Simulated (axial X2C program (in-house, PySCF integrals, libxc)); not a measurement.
# MoSi: bond curves with and without spin–orbit coupling

What are the state, bond length, wavenumber and bond energy of MoSi, and what does spin–orbit coupling change?

The runs use an in-house X2C program for linear molecules on PySCF integrals; all-electron X2C, Mo dyall-cv3z, Si dyall-v3z.

All values are calculated.

**1. The job**

task.json

```json
{"zs": [42, 14], "q": 0, "bas": ["dyall-cv3z", "dyall-v3z"], "levels": ["PBE0", "HF", "BLYP"], "cc": true, "r0": 2.54, "thr": -1.0, "nmax": 90, "npts": 10, "nst": 2, "ntry": 6}
```

Keys: zs atomic numbers; q charge; bas basis sets; levels methods (HF also brings MP2); cc coupled cluster on or off; r0 starting distance in Å; thr threshold in hartree for freezing inner shells (an s shell follows its p shell); nmax most natural virtual spinors; npts points asked for on the curve; nst determinants followed; ntry starts of the search.

Command:

```console
python so2c.py task.json out
```

Spin-free means the one-electron spin-free X2C Hamiltonian; two-component (2c) means X2C with spin–orbit coupling and atomic mean-field two-electron Coulomb and Gaunt terms. Basis: Mo dyall-cv3z contracted to [11s12p9d5f3g], Si dyall-v3z contracted to [8s7p2d1f]; Gaussian nuclei, density fitting. Masses: Mo 97.905 u, Si 27.977 u.

Notation: σ, π±, δ± give the projection m of an orbital's angular momentum (0, ±1, ±2), α and β its spin, Λ and M_S the sums; ω is the projection of a spinor's total angular momentum and Ω the sum. Logs are in hartree.

The results follow Hamiltonian by Hamiltonian and level by level.

**2. State search with PBE0**

PBE0 moves the distance from 2.540 Å to 2.374 Å and compares determinants there.

Spin-free determinants:

```
ΔE (eV)           state                                               open shells
   0.00  M_S = 2, Λ = 1         beyond closed shells: σα, π+α, π+β, π-α, δ+α, δ-α
   0.08  M_S = 2, Λ = 0                    beyond closed shells: 2 × σα, δ+α, δ-α
   0.26  M_S = 1, Λ = 0                            beyond closed shells: δ+α, δ-α
   0.66  M_S = 3, Λ = 1          beyond closed shells: σα, 2 × π+α, π-α, δ+α, δ-α
   0.75  M_S = 1, Λ = 1         beyond closed shells: σα, π+α, π+β, π-β, δ+α, δ-α
   0.90  M_S = 1, Λ = 2                             beyond closed shells: σα, δ+α
   1.11  M_S = 4, Λ = 0  beyond closed shells: 2 × σα, 2 × π+α, 2 × π-α, δ+α, δ-α
```

Two-component determinants:

```tsv
ΔE (eV)	state	open shells
0.00	Ω = 3	excess of +ω over −ω: ω = 1/2, ω = 5/2
0.03	Ω = 1	excess of +ω over −ω: ω = -3/2, ω = 5/2
0.10	Ω = 2	excess of +ω over −ω: 2 × ω = 1/2, ω = -3/2, ω = 5/2
0.65	Ω = 2	excess of +ω over −ω: ω = -1/2, ω = 5/2
0.70	Ω = 4	excess of +ω over −ω: ω = 3/2, ω = 5/2
0.73	Ω = 0	excess of +ω over −ω: ω = -1/2, 2 × ω = 3/2, ω = -5/2
0.84	Ω = 1	excess of +ω over −ω: ω = -1/2, ω = 3/2
```

**3. PBE0, spin-free**

State followed: M_S = 2, Λ = 1 (beyond closed shells: σα, π+α, π+β, π-α, δ+α, δ-α). The scan is laid around 2.374 Å, a first estimate of the minimum, and this SCF restarts from the orbitals of the search.

The SCF at the reference distance of 2.374 Å:

```text
spin-free X2C-1e  PBE0
basis functions 200  fitting functions 981  grid points 5082
iter        total energy     max residual
   1      -4338.031510773     5.13e-05
   2      -4338.031510817     5.47e-05
   3      -4338.031510843     7.17e-05
   4      -4338.031510871     2.44e-05
   5      -4338.031510876     8.80e-06
converged
one-electron -6248.34811998  Coulomb 1924.57138159  exact exchange -35.73579865  xc functional -109.58729735  nuclear repulsion 131.06832351
```

Along the bond, energies from the lowest point:

```csv
R (Å),E (eV),μ (D),HOMO (eV),LUMO (eV),iterations
2.065,0.6149,-2.43,-5.25,-3.62,44
2.160,0.2398,-2.56,-5.33,-3.50,40
2.232,0.0889,-2.63,-5.36,-3.44,38
2.303,0.0165,-2.66,-5.28,-3.40,38
2.374,0.0000,-2.68,-5.23,-3.36,5
2.457,0.0307,-2.66,-5.19,-3.33,38
2.540,0.0982,-2.61,-5.17,-3.30,36
2.647,0.2190,-2.52,-5.16,-3.29,35
2.778,0.3951,-2.37,-5.17,-3.28,34
2.967,0.6681,-2.09,-5.22,-3.29,33
```

Dipoles are positive if Si is the positive end.

Outer orbitals at the reference distance:

```json
{"symmetry": "σβ", "occupied": "yes", "ε (eV)": "-12.04", "atomic character": "64% Si s, 12% Mo p, 12% Mo d"}
{"symmetry": "σα", "occupied": "yes", "ε (eV)": "-11.58", "atomic character": "60% Si s, 16% Mo d, 11% Mo s"}
{"symmetry": "π-α", "occupied": "yes", "ε (eV)": "-6.61", "atomic character": "84% Mo d, 12% Si p, 2% Si d"}
{"symmetry": "π+α", "occupied": "yes", "ε (eV)": "-6.61", "atomic character": "84% Mo d, 12% Si p, 2% Si d"}
{"symmetry": "σα", "occupied": "yes", "ε (eV)": "-6.45", "atomic character": "71% Mo d, 15% Si p, 7% Si s"}
{"symmetry": "δ-α", "occupied": "yes", "ε (eV)": "-6.41", "atomic character": "100% Mo d"}
{"symmetry": "δ+α", "occupied": "yes", "ε (eV)": "-6.41", "atomic character": "100% Mo d"}
{"symmetry": "σβ", "occupied": "yes", "ε (eV)": "-5.52", "atomic character": "66% Si p, 18% Mo d, 9% Mo s"}
{"symmetry": "σα", "occupied": "yes", "ε (eV)": "-5.43", "atomic character": "52% Mo s, 35% Si p, 5% Mo p"}
{"symmetry": "π+β", "occupied": "yes", "ε (eV)": "-5.23", "atomic character": "62% Si p, 26% Mo d, 6% Mo p"}
{"symmetry": "π-β", "occupied": "no", "ε (eV)": "-3.36", "atomic character": "61% Si p, 27% Mo d, 7% Mo p"}
{"symmetry": "π-α", "occupied": "no", "ε (eV)": "-2.26", "atomic character": "47% Si p, 37% Mo p, 12% Mo d"}
{"symmetry": "π+α", "occupied": "no", "ε (eV)": "-2.26", "atomic character": "47% Si p, 37% Mo p, 12% Mo d"}
{"symmetry": "σα", "occupied": "no", "ε (eV)": "-1.65", "atomic character": "44% Mo p, 29% Si p, 17% Mo s"}
```

PBE0 fields in the half plane through the axis: z from -2.4 to 4.5 Å across, distance from the axis 0.15 to 2.25 Å upwards; Mo lies at z = 0 and Si at z = 2.374 Å; the ELF is damped to zero where the density is low.

log10 density (e/bohr³). Ten even steps from '0' (-4.05 ) to '9' (1.66 ):
```
000111222222222111111000
001122222222222222221110
011222333333333333322211
112233344433333333333221
112234445444444444433321
122334566654444444443322
122345667665555565544332
122345679765555787544332
```

ELF. Ten even steps from ' ' (0.00 ) to '@' (0.98 ):
```
      ....::::::--::::::..................      
    ....::----------------::::::::----==--::..  
    ..::::------------============++******++--..
  ....::::::----------==++****++**##%%%%%%%%**--
  ....::::::--====--::--**####****%%@@@@@@@@%%**
........::::==**##**==--**##**::..--%%@@@@@@@@##
........::==##**--****--**##....++..--@@@@@@@@%%
........::++%%::++::##==++##  %%++%%  @@@@@@@@%%
```

Re = 2.364 Å, ωe = 321 cm⁻¹, ωexe = 1.56 cm⁻¹, Be = 0.1387 cm⁻¹, De = 1.90 eV, μ = -2.68 D.

**4. HF, spin-free**

Output at 2.374 Å:

```text
spin-free X2C-1e  HF
basis functions 200  fitting functions 981  grid points 5082
iter        total energy     max residual
   1      -4335.651609472     3.89e-01
   2      -4335.684244448     1.50e-02
   3      -4335.692381416     7.65e-02
   4      -4335.695144778     4.06e-02
   5      -4335.696091398     2.34e-03
   6      -4335.696316460     7.56e-03
   7      -4335.696380258     4.23e-03
   8      -4335.696413276     5.21e-04
   9      -4335.696425603     1.59e-03
  10      -4335.696432372     1.11e-03
  11      -4335.696434706     1.76e-04
  12      -4335.696435758     3.33e-04
  13      -4335.696436200     2.94e-04
  14      -4335.696436344     7.47e-05
  15      -4335.696436375     2.65e-05
  16      -4335.696436381     2.68e-05
  17      -4335.696436382     7.19e-06
  18      -4335.696436382     9.95e-07
converged
one-electron -6248.09668335  Coulomb 1924.44521539  exact exchange -143.11329194  xc functional 0.00000000  nuclear repulsion 131.06832351
```

No constants are quoted: too few points lie around the minimum for a second fit to confirm the first.

**5. BLYP, spin-free**

The SCF at the reference distance of 2.374 Å:

```text
spin-free X2C-1e  BLYP
basis functions 200  fitting functions 981  grid points 5082
iter        total energy     max residual
   1      -4338.618906557     1.41e-01
   2      -4338.629588984     7.58e-03
   3      -4338.630118466     3.09e-02
   4      -4338.631375894     8.00e-03
   5      -4338.631440235     3.95e-03
   6      -4338.631682967     1.03e-03
   7      -4338.631690247     6.32e-04
   8      -4338.631691688     1.11e-04
   9      -4338.631691750     7.01e-05
  10      -4338.631691791     1.42e-05
  11      -4338.631691793     4.39e-06
converged
one-electron -6247.95938477  Coulomb 1924.12794961  exact exchange 0.00000000  xc functional -145.86858015  nuclear repulsion 131.06832351
```

Re = 2.334 Å, ωe = 384 cm⁻¹, ωexe = 1.94 cm⁻¹, Be = 0.1422 cm⁻¹, De = 2.60 eV, μ = -1.95 D.

**6. MP2 and beyond, spin-free**

Correlated methods: 10 electrons correlated (frozen shells, counted by type: Mo 4 s, 3 p, 1 d; Si 2 s, 1 p), 264 virtual spinors in MP2, 90 natural virtuals in coupled cluster.

Output of the correlated part at 2.374 Å:

```text
correlated 10  virtual 264  natural virtual 90  E(MP2) -0.195898099  MP2 remainder -0.006802918
iter   CCSD correlation   residual
   1     -0.204496685   1.42e-01
   2     -0.212982641   7.75e-02
   3     -0.217039225   4.61e-02
   4     -0.219325456   2.82e-02
   5     -0.220305366   1.31e-02
   6     -0.220520108   5.67e-03
   7     -0.220605828   2.54e-03
   8     -0.220609530   1.17e-03
   9     -0.220610518   5.45e-04
  10     -0.220612480   2.30e-04
  11     -0.220611358   1.05e-04
  12     -0.220612202   4.34e-05
  13     -0.220612352   2.13e-05
  14     -0.220612928   1.08e-05
  15     -0.220613227   5.06e-06
  16     -0.220613441   2.64e-06
  17     -0.220613501   9.72e-07
  18     -0.220613506   3.93e-07
(T) -0.013160897  T1 0.0822  D1 0.1427  max T2 0.058
```

T1 in the output is the amplitude norm over the root of the electron number; divide by √2 for the Lee–Taylor value.

MP2: No constants are quoted: the reference is strongly spin-contaminated.

CCSD: Re = 2.420 Å, ωe = 294.8 cm⁻¹, ωexe = 1.48 cm⁻¹, Be = 0.1323 cm⁻¹, De = 1.50 eV. T1 at Re = 0.056 (Lee–Taylor, the printed value over √2).

CCSD(T): Re = 2.387 Å, ωe = 316 cm⁻¹, ωexe = 1.7 cm⁻¹, Be = 0.1359 cm⁻¹, De = 1.72 eV. T1 at Re = 0.057 (Lee–Taylor, the printed value over √2).

**7. A higher determinant, spin-free**

State: M_S = 2, Λ = 0 (beyond closed shells: 2 × σα, δ+α, δ-α).

Output at the reference distance:

```text
spin-free X2C-1e  PBE0
basis functions 200  fitting functions 981  grid points 5082
iter        total energy     max residual
   1      -4338.028473523     4.79e-05
   2      -4338.028473578     3.39e-05
   3      -4338.028473595     3.21e-05
   4      -4338.028473604     1.07e-05
converged
one-electron -6248.27649188  Coulomb 1924.53375978  exact exchange -35.74810681  xc functional -109.60595821  nuclear repulsion 131.06832351
```

| R (Å) | E above the lowest PBE0 point (eV) |
| --- | --- |
| 2.065 | 0.259 |
| 2.160 | 0.067 |
| 2.232 | 0.021 |
| 2.303 | 0.033 |
| 2.374 | 0.083 |
| 2.457 | 0.173 |
| 2.540 | 0.284 |
| 2.647 | 0.442 |
| 2.778 | 0.639 |

Re = 2.250 Å, ωe = 354 cm⁻¹, ωexe = 2.1 cm⁻¹, Be = 0.1531 cm⁻¹, μ = -2.38 D. ⟨S²⟩ = 6.81 against 6.00 for a pure state, so this determinant mixes spins. Te = 0.02 eV.

**8. The spin-free curves together**

Energy (eV) of the followed determinant, spin-free, from each level's lowest point:

| R (Å) | PBE0 | HF | MP2 (spin-contaminated) | CCSD | CCSD(T) | BLYP |
| --- | --- | --- | --- | --- | --- | --- |
| 2.065 | 0.615 | 1.861 | 0.720 | n/a | n/a | 0.633 |
| 2.160 | 0.240 | 1.207 | 0.344 | 0.352 | 0.298 | 0.225 |
| 2.232 | 0.089 | 0.850 | 0.169 | 0.162 | 0.124 | 0.066 |
| 2.303 | 0.016 | 0.581 | 0.063 | 0.053 | 0.032 | 0.000 |
| 2.374 | 0.000 | 0.382 | 0.011 | 0.003 | 0.000 | 0.003 |
| 2.457 | 0.031 | 0.218 | 0.000 | 0.000 | 0.017 | 0.068 |
| 2.540 | 0.098 | 0.111 | 0.029 | 0.038 | 0.074 | 0.179 |
| 2.647 | 0.219 | 0.034 | 0.108 | 0.126 | 0.184 | 0.358 |
| 2.778 | 0.395 | 0.000 | 0.242 | n/a | n/a | 0.602 |
| 2.967 | 0.668 | 0.013 | 0.464 | n/a | n/a | 0.958 |

**9. PBE0, 2c**

State followed: Ω = 3 (excess of +ω over −ω: ω = 1/2, ω = 5/2). The scan is laid around 2.374 Å, a first estimate of the minimum, and this SCF restarts from the orbitals of the search.

The SCF at the reference distance of 2.374 Å:

```text
two-component X2C + atomic mean field  PBE0
basis functions 200  fitting functions 981  grid points 5082
iter        total energy     max residual
   1      -4336.390943826     5.36e-05
   2      -4336.390943833     2.03e-05
   3      -4336.390943836     3.27e-05
   4      -4336.390943840     1.44e-05
converged
one-electron -6243.97613525  Coulomb 1923.71119120  exact exchange -35.71969213  xc functional -109.53894511  nuclear repulsion 131.06832351  atomic mean-field constant -1.93568607
```

Along the bond, energies from the lowest point:

```csv
R (Å),E (eV),μ (D),HOMO (eV),LUMO (eV),iterations
2.065,0.6054,-2.41,-5.25,-3.59,36
2.160,0.2343,-2.55,-5.32,-3.48,40
2.232,0.0857,-2.61,-5.35,-3.42,40
2.303,0.0150,-2.65,-5.29,-3.38,37
2.374,0.0000,-2.66,-5.24,-3.34,4
2.457,0.0320,-2.65,-5.20,-3.31,39
2.540,0.1003,-2.60,-5.18,-3.29,38
2.647,0.2219,-2.51,-5.17,-3.27,36
2.778,0.3986,-2.36,-5.18,-3.27,34
2.967,0.6718,-2.09,-5.22,-3.28,32
```

Dipoles are positive if Si is the positive end.

Outer spinors at the reference distance:

```tsv
ω	occupied	ε (eV)	atomic character	λ mixture
-1/2	yes	-12.04	64% Si s, 12% Mo p, 12% Mo d	100% σ
1/2	yes	-11.58	60% Si s, 16% Mo d, 11% Mo s	100% σ
-1/2	yes	-6.65	84% Mo d, 12% Si p, 2% Si d	100% π
3/2	yes	-6.57	83% Mo d, 13% Si p, 2% Si d	100% π
-3/2	yes	-6.49	100% Mo d	100% δ
1/2	yes	-6.45	71% Mo d, 15% Si p, 7% Si s	100% σ
5/2	yes	-6.32	100% Mo d	100% δ
-1/2	yes	-5.52	66% Si p, 18% Mo d, 9% Mo s	100% σ
1/2	yes	-5.43	51% Mo s, 36% Si p, 5% Mo p	99% σ, 1% π
1/2	yes	-5.24	62% Si p, 26% Mo d, 6% Mo p	99% π, 1% σ
-3/2	no	-3.34	61% Si p, 27% Mo d, 7% Mo p	100% π
-1/2	no	-2.29	47% Si p, 37% Mo p, 12% Mo d	100% π
3/2	no	-2.23	48% Si p, 36% Mo p, 13% Mo d	100% π
1/2	no	-1.65	44% Mo p, 29% Si p, 17% Mo s	100% σ
```

PBE0 fields in the half plane through the axis: z from -2.4 to 4.5 Å across, distance from the axis 0.15 to 2.25 Å upwards; Mo lies at z = 0 and Si at z = 2.374 Å; the ELF is damped to zero where the density is low.

log10 density (e/bohr³). Ten even steps from '0' (-4.05 ) to '9' (1.66 ):
```
000111222222222111111000
001122222222222222221110
011222333333333333322211
112233344433333333333221
112234445444444444433321
122334566654444444443322
122345667665555565544332
122345679765555787544332
```

ELF. Ten even steps from '0' (0.00 ) to '9' (0.98 ):
```
000112223222111111111000
001123333333322223343210
001223333334444445666531
011222333334566567888863
011222344323677668999986
111122467643676213899997
111124763663671151399998
111125825274570858099998
```

Re = 2.361 Å, ωe = 321 cm⁻¹, ωexe = 1.57 cm⁻¹, Be = 0.1389 cm⁻¹, De = 1.91 eV, μ = -2.66 D.

**10. HF, 2c**

The SCF at the reference distance of 2.374 Å:

```text
two-component X2C + atomic mean field  HF
basis functions 200  fitting functions 981  grid points 5082
iter        total energy     max residual
   1      -4334.011075126     3.89e-01
   2      -4334.043794566     1.50e-02
   3      -4334.052015568     7.71e-02
   4      -4334.054811309     4.09e-02
   5      -4334.055774112     2.32e-03
   6      -4334.056004052     7.64e-03
   7      -4334.056069957     4.30e-03
   8      -4334.056104478     5.10e-04
   9      -4334.056117471     1.62e-03
  10      -4334.056124584     1.14e-03
  11      -4334.056127054     1.77e-04
  12      -4334.056128198     3.47e-04
  13      -4334.056128716     3.23e-04
  14      -4334.056128923     8.82e-05
  15      -4334.056129002     5.41e-05
  16      -4334.056129060     1.02e-04
  17      -4334.056129129     8.71e-05
  18      -4334.056129227     4.30e-05
  19      -4334.056129346     5.34e-05
  20      -4334.056129439     8.11e-05
  21      -4334.056129477     4.45e-05
  22      -4334.056129484     8.07e-06
  23      -4334.056129486     4.52e-06
  24      -4334.056129486     6.36e-06
  25      -4334.056129487     3.09e-06
  26      -4334.056129487     8.55e-07
converged
one-electron -6243.72234050  Coulomb 1923.58322174  exact exchange -143.04964818  xc functional 0.00000000  nuclear repulsion 131.06832351  atomic mean-field constant -1.93568607
```

No constants are quoted: too few points lie around the minimum for a second fit to confirm the first.

**11. BLYP, 2c**

The SCF at the reference distance of 2.374 Å:

```text
two-component X2C + atomic mean field  BLYP
basis functions 200  fitting functions 981  grid points 5082
iter        total energy     max residual
   1      -4336.978015581     1.45e-01
   2      -4336.988729495     7.29e-03
   3      -4336.989284603     3.19e-02
   4      -4336.990555618     8.49e-03
   5      -4336.990619588     4.02e-03
   6      -4336.990871257     9.96e-04
   7      -4336.990881872     6.52e-04
   8      -4336.990885596     2.85e-04
   9      -4336.990888183     3.65e-04
  10      -4336.990889699     2.99e-04
  11      -4336.990890280     6.20e-05
  12      -4336.990890329     2.29e-05
  13      -4336.990890334     1.21e-05
converged
one-electron -6243.59013822  Coulomb 1923.27005197  exact exchange 0.00000000  xc functional -145.80344152  nuclear repulsion 131.06832351  atomic mean-field constant -1.93568607
```

Re = 2.331 Å, ωe = 385 cm⁻¹, ωexe = 2.11 cm⁻¹, Be = 0.1425 cm⁻¹, De = 2.62 eV, μ = -1.94 D.

**12. MP2 and beyond, 2c**

Correlated methods: 10 electrons correlated (frozen shells, counted by type: Mo 4 s, 3 p, 1 d; Si 2 s, 1 p), 264 virtual spinors in MP2, 90 natural virtuals in coupled cluster.

Output of the correlated part at 2.374 Å:

```text
correlated 10  virtual 264  natural virtual 90  E(MP2) -0.195865051  MP2 remainder -0.006812045
iter   CCSD correlation   residual
   1     -0.204451971   1.42e-01
   2     -0.212935058   7.74e-02
   3     -0.216989226   4.61e-02
   4     -0.219281128   2.83e-02
   5     -0.220267021   1.32e-02
   6     -0.220483844   5.71e-03
   7     -0.220569665   2.57e-03
   8     -0.220575300   1.20e-03
   9     -0.220574835   5.74e-04
  10     -0.220578558   2.65e-04
  11     -0.220576131   1.21e-04
  12     -0.220577424   5.58e-05
  13     -0.220577247   3.05e-05
  14     -0.220577774   2.03e-05
  15     -0.220578071   1.39e-05
  16     -0.220578310   1.01e-05
  17     -0.220578357   6.40e-06
  18     -0.220578268   3.50e-06
  19     -0.220578185   1.79e-06
  20     -0.220578155   9.06e-07
  21     -0.220578132   4.83e-07
  22     -0.220578133   2.36e-07
(T) -0.013152039  T1 0.0823  D1 0.1426  max T2 0.059
```

MP2: No constants are quoted: the reference is strongly spin-contaminated.

CCSD: Re = 2.420 Å, ωe = 293.9 cm⁻¹, Be = 0.1323 cm⁻¹, De = 1.51 eV. T1 at Re = 0.056 (Lee–Taylor, the printed value over √2).

CCSD(T): Re = 2.387 Å, ωe = 308 cm⁻¹, Be = 0.136 cm⁻¹, De = 1.73 eV. T1 at Re = 0.058 (Lee–Taylor, the printed value over √2).

**13. A higher determinant, 2c**

State: Ω = 1 (excess of +ω over −ω: ω = -3/2, ω = 5/2).

Output at the reference distance:

```text
two-component X2C + atomic mean field  PBE0
basis functions 200  fitting functions 981  grid points 5082
iter        total energy     max residual
   1      -4336.389827114     8.07e-05
   2      -4336.389827230     6.03e-05
   3      -4336.389827358     1.52e-04
   4      -4336.389827408     1.08e-04
   5      -4336.389827498     1.95e-05
   6      -4336.389827524     2.24e-05
   7      -4336.389827537     9.22e-06
   8      -4336.389827538     2.82e-06
converged
one-electron -6243.96518691  Coulomb 1923.70195070  exact exchange -35.71998523  xc functional -109.53924354  nuclear repulsion 131.06832351  atomic mean-field constant -1.93568607
```

| R (Å) | E above the lowest PBE0 point (eV) |
| --- | --- |
| 2.065 | 0.358 |
| 2.160 | 0.274 |
| 2.232 | 0.122 |
| 2.303 | 0.048 |
| 2.374 | 0.030 |
| 2.457 | 0.060 |
| 2.540 | 0.126 |
| 2.647 | 0.245 |
| 2.778 | 0.420 |

No constants are quoted: the solution changes its character somewhere along the scan, so the fit is set aside.

**14. The 2c curves together**

Energy (eV) of the followed determinant, 2c, from each level's lowest point:

| R (Å) | PBE0 | HF | MP2 (spin-contaminated) | CCSD | CCSD(T) | BLYP |
| --- | --- | --- | --- | --- | --- | --- |
| 2.065 | 0.605 | 1.854 | 0.728 | n/a | n/a | 0.592 |
| 2.160 | 0.234 | 1.203 | 0.343 | 0.338 | 0.279 | 0.216 |
| 2.232 | 0.086 | 0.847 | 0.167 | 0.153 | 0.113 | 0.063 |
| 2.303 | 0.015 | 0.579 | 0.062 | 0.050 | 0.030 | 0.000 |
| 2.374 | 0.000 | 0.381 | 0.010 | 0.002 | 0.000 | 0.005 |
| 2.457 | 0.032 | 0.218 | 0.000 | 0.000 | 0.018 | 0.072 |
| 2.540 | 0.100 | 0.111 | 0.029 | 0.038 | 0.075 | 0.184 |
| 2.647 | 0.222 | 0.034 | 0.108 | 0.126 | 0.186 | 0.365 |
| 2.778 | 0.399 | 0.000 | 0.243 | n/a | n/a | 0.611 |
| 2.967 | 0.672 | 0.013 | 0.464 | n/a | n/a | 0.967 |

Time for the job: 4.4 min (1 thread of Arm Neoverse V1, shared host); peak memory 0.66 GiB.

**15. Constants**

Lowest determinant that the search found at its distance, spin-free: M_S = 2, Λ = 1 (beyond closed shells: σα, π+α, π+β, π-α, δ+α, δ-α).

Lowest determinant that the search found at its distance, 2c: Ω = 3 (excess of +ω over −ω: ω = 1/2, ω = 5/2).

```csv
Hamiltonian,level,Re (Å),ωe (cm⁻¹),De (eV),μ (D)
spin-free,PBE0,2.364,321,1.90,-2.68
spin-free,CCSD,2.420,294.8,1.50,n/a
spin-free,CCSD(T),2.387,316,1.72,n/a
spin-free,BLYP,2.334,384,2.60,-1.95
2c,PBE0,2.361,321,1.91,-2.66
2c,CCSD,2.420,293.9,1.51,n/a
2c,CCSD(T),2.387,308,1.73,n/a
2c,BLYP,2.331,385,2.62,-1.94
```

Dipoles are positive if Si is the positive end. No constants: spin-free HF (too few points lie around the minimum for a second fit to confirm the first); spin-free MP2 (the reference is strongly spin-contaminated); 2c HF (too few points lie around the minimum for a second fit to confirm the first); 2c MP2 (the reference is strongly spin-contaminated).

Time per point (s) on 1 thread of Arm Neoverse V1, shared host (2c runs; CCSD comes with the CCSD(T) run); the times are rough: PBE0 2.2, CCSD(T) 7.7, BLYP 1.1.

**Reading.** At CCSD(T), going from spin-free to two-component changes Re by -1 mÅ, ωe by -2.5 %, which is small (part of it comes from the scalar share of the two-electron terms). De moves by +0.01 eV; both De rest on single-determinant atoms, which can miss part of an open shell's spin–orbit lowering.

De refers to Mo + Si, each in the lowest determinant found, which need not be this curve's own limit. Each curve is one determinant whose occupation by symmetry is held fixed; it was picked as the lowest of a PBE0 search that is not exhaustive. Dissociation energies refer to the lowest single-determinant-based atoms at the same level and basis. Density functionals use the spin component along the axis (collinear). CCSD and (T) use frozen natural virtuals with an MP2 correction for the truncation. With several unpaired electrons one determinant need not be a pure state. At some level an empty orbital lies below a filled one. The spin-free determinant is spin-contaminated at some levels. With the outer-core shells frozen, correlated bond lengths of heavy atoms tend to come out a few hundredths of an ångström too long. T1 at Re is 0.058 (Lee–Taylor), above the customary mark of 0.02.
